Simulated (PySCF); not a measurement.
# C2H8O2Si: the cost of one run

Computed with PySCF 2.14.0, with density-fitted response routines of our own, on a single molecule in the gas phase. Atoms count from 0, in the outputs and in this text.

**1. The starting structure**

13 atoms, charge 0, multiplicity 1; geometry from: GFN2-xTB. The atoms were then displaced at random by about 0.01 Å, so the start is not that level's minimum.

Bonds of the start (Å): C0–C1 1.56, C1–Si2 1.91, Si2–O3 1.63, Si2–O4 1.62, C0–H5 1.07, C0–H6 1.07, C0–H7 1.07, C1–H8 1.11, C1–H9 1.08, Si2–H10 1.45, O3–H11 0.95, O4–H12 0.97.

**2. Geometry optimisation at PBE0-D3(BJ)/def2-SVP**

Job settings and geometry (Å):

```
{"job": {"xc": "PBE0", "basis": "def2-SVP", "d3": "d3bj", "grid": 1, "shake": 0.01, "kind": "geom"}, "charge": 0, "multiplicity": 1}
C      1.556200    -0.677630     0.073250
C      0.770180     0.589860    -0.379530
Si    -1.123220     0.450160    -0.144570
O     -1.486190     0.035170     1.386390
O     -1.620090    -0.769200    -1.086010
H      2.604070    -0.525250    -0.082060
H      1.216430    -1.517780    -0.502610
H      1.373960    -0.850300     1.118120
H      1.152160     1.465970     0.189150
H      0.990180     0.778690    -1.418540
H     -1.792460     1.697750    -0.476930
H     -1.221560     0.557780     2.135340
H     -2.413850    -1.252100    -0.822330
```

The run is started by

```sh
$ OMP_NUM_THREADS=1 python probes_run.py task.json out
```

One launch serves the whole session: the jobs run in the order shown.

Q: Estimate the wall time and peak memory of this first job on 1 thread of Arm Neoverse V1, shared host.

About 63 s, with a peak of 0.48 GiB.
